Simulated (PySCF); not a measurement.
**Hf²⁺: dipole response in x2c-TZVPPall plus 1 even-tempered diffuse shell per l**

How polarisable is Hf²⁺ at the levels listed below?

Program: PySCF 2.14.0. Level of theory: unrestricted determinants in a Gaussian basis, no spin-orbit coupling in the energies. These are calculated values, not measurements, unless marked.

**1. Starting point**

| Property | Result |
| --- | --- |
| Element | hafnium (Z = 72) |
| Basis | x2c-TZVPPall with one added diffuse shell each of s, p, d, f type (12s8p8d4f1g, 113 functions) |
| Hamiltonian | scalar relativity by spin-free X2C-1e |
| State 1 | Hf²⁺: [Xe] 4f14 5d2, high-spin 3F determinant |
| Methods | PBE0 |

The outer shells:

Hf2+ [Xe] 4f14 5d2
```
[Xe] core
4f [↑↓][↑↓][↑↓][↑↓][↑↓][↑↓][↑↓]
5d [↑ ][↑ ][  ][  ][  ]
```

The runs were made by one driver on top of PySCF. The scripts below sum up each run's settings (the driver also hands on starting orbitals that pick excited configurations, and frozen orbitals as a list rather than a count), and the logs come from the driver's own runs. The driver starts from symmetry-adapted Hartree-Fock orbitals, holds the occupation by maximum overlap and uses a logarithmic radial grid for functionals, so a plain start would take other cycles.

The integrals over 113 functions and the set-up took 15 s of CPU time.

**2. Hf²⁺, at PBE0**

**PBE0**

Input file input.py:

```python
from pyscf import gto, scf, dft, mp, cc
import basis_set_exchange as bse
mol = gto.M(atom="Hf 0 0 0", charge=2, spin=2, symmetry="D2h",
            basis=gto.basis.parse(bse.get_basis("x2c-TZVPPall", elements=["Hf"], fmt="nwchem", augment_diffuse=1)),
            nucmod="G")
mf = dft.UKS(mol, xc="PBE0").sfx2c1e()
mf.irrep_nelec = {'Ag': (10, 9), 'B1g': (3, 2), 'B2g': (2, 2), 'B3g': (2, 2), 'Au': (1, 1), 'B1u': (6, 6), 'B2u': (6, 6), 'B3u': (6, 6)}
mf.kernel()
```

Output:

```text
damping factor = 0
level_shift factor = 0
DIIS = <class 'pyscf.scf.diis.CDIIS'>
diis_start_cycle = 1
diis_space = 10
diis_damp = 0
SCF conv_tol = 1e-09
SCF conv_tol_grad = None
number electrons alpha = 36  beta = 34
XC functionals = PBE0
    C. Adamo and V. Barone.,  J. Chem. Phys. 110, 6158 (1999)
    M. Ernzerhof and G. E. Scuseria.,  J. Chem. Phys. 110, 5029 (1999)
cycle= 1 E= -15077.5413712988  delta_E= -0.0183  |g|= 0.225  |ddm|= 0.241
cycle= 2 E= -15077.5396190379  delta_E= 0.00175  |g|= 0.251  |ddm|= 0.213
cycle= 3 E= -15077.5463955744  delta_E= -0.00678  |g|= 0.00488  |ddm|= 0.112
cycle= 4 E= -15077.5463989244  delta_E= -3.35e-06  |g|= 0.000651  |ddm|= 0.00373
cycle= 5 E= -15077.5463990043  delta_E= -7.99e-08  |g|= 4.68e-05  |ddm|= 0.000448
cycle= 6 E= -15077.5463990047  delta_E= -4.04e-10  |g|= 4e-06  |ddm|= 5.11e-05
converged SCF energy = -15077.5463990047  <S^2> = 2.0014999  2S+1 = 3.0009998
```

It used 2.2 min of CPU time after the integrals (shared host).

The occupied shells:

| shell | electrons | mean orbital energy (eV) | spread (eV) | rms radius (bohr) |
| --- | --- | --- | --- | --- |
| 1s β | 1 | -65243.3 | 0 | 0.0215 |
| 1s α | 1 | -65243.3 | 0 | 0.0215 |
| 2s α | 1 | -11205.8 | 0 | 0.0869 |
| 2s β | 1 | -11205.7 | 0 | 0.0869 |
| 2p α | 3 | -9870.3 | 0 | 0.0788 |
| 2p β | 3 | -9870.2 | 0 | 0.0788 |
| 3s α | 1 | -2581.3 | 0 | 0.223 |
| 3s β | 1 | -2581.3 | 0 | 0.223 |
| 3p α | 3 | -2178.6 | 0 | 0.224 |
| 3p β | 3 | -2178.6 | 0 | 0.224 |
| 3d α | 5 | -1687.2 | 0.043 | 0.205 |
| 3d β | 5 | -1687.1 | 0.057 | 0.205 |
| 4s α | 1 | -540.03 | 0 | 0.498 |
| 4s β | 1 | -539.97 | 0 | 0.498 |
| 4p α | 3 | -406.58 | 0 | 0.530 |
| 4p β | 3 | -406.52 | 0 | 0.530 |
| 4d α | 5 | -229.87 | 0.043 | 0.577 |
| 4d β | 5 | -229.78 | 0.160 | 0.577 |
| 5s α | 1 | -85.860 | 0 | 1.21 |
| 5s β | 1 | -84.933 | 0 | 1.21 |
| 5p α | 3 | -53.631 | 0 | 1.43 |
| 5p β | 3 | -52.229 | 0 | 1.43 |
| 4f α | 7 | -35.930 | 0.005 | 0.762 |
| 4f β | 7 | -35.741 | 0.279 | 0.762 |
| 5d α | 2 | -18.878 | 0 | 2.30 |

⟨S²⟩ = 2.001, ⟨L²⟩ = 12.01.

The driver then solved the coupled dipole response at imaginary frequencies: mean α = 15.51 bohr³, C₆ = 80.10 au for a like pair.

Spin-orbit coupling, absent here, splits the open shell strongly.

Radial density 4πr²ρ of Hf²⁺ at PBE0, without picture-change correction:

| r (bohr) | density | spin density |
| --- | --- | --- |
| 0.000371 | 2.74 | 0.000 |
| 0.000624 | 5.72 | 0.000 |
| 0.00105 | 11.7 | 0.000 |
| 0.00177 | 22.9 | 0.000 |
| 0.00297 | 42.0 | 0.000 |
| 0.00500 | 69.2 | 0.000 |
| 0.00840 | 94.9 | -0.001 |
| 0.0141 | 99.0 | -0.001 |
| 0.0238 | 86.1 | -0.001 |
| 0.0400 | 110 | 0.002 |
| 0.0673 | 127 | 0.032 |
| 0.113 | 101 | 0.075 |
| 0.190 | 111 | -0.002 |
| 0.320 | 58.8 | 0.062 |
| 0.538 | 61.0 | 0.031 |
| 0.906 | 19.9 | 0.205 |
| 1.52 | 7.66 | 1.089 |
| 2.56 | 0.983 | 0.619 |
| 4.31 | 0.0902 | 0.088 |
| 7.25 | 7.21e-05 | 0.000 |

**3. Polarisabilities and C₆**

Hf²⁺, in atomic units:

| method | mean α | C₆ (like pair) | S(−4) |
| --- | --- | --- | --- |
| PBE0 | 15.51 | 80.10 | 204.5 |

α(iu) at PBE0:

| u (hartree) | α(iu) (bohr³) |
| --- | --- |
| 0 | 15.51 |
| 0.0500 | 15.03 |
| 0.100 | 13.85 |
| 0.200 | 11.17 |
| 0.300 | 9.153 |
| 0.500 | 6.699 |
| 0.750 | 4.954 |
| 1.00 | 3.856 |
| 1.50 | 2.538 |
| 2.00 | 1.783 |
| 3.00 | 0.9985 |
| 5.00 | 0.4290 |

**4. What came out**

| quantity | value |
| --- | --- |
| α of Hf²⁺ | 15.51 (PBE0) bohr³ |

In words: A single London oscillator with the computed α and C₆ of Hf²⁺ at PBE0 would have ω = 4 C₆ / (3 α²) = 0.444 hartree. All values hold for this basis alone; no basis-set limit was taken.
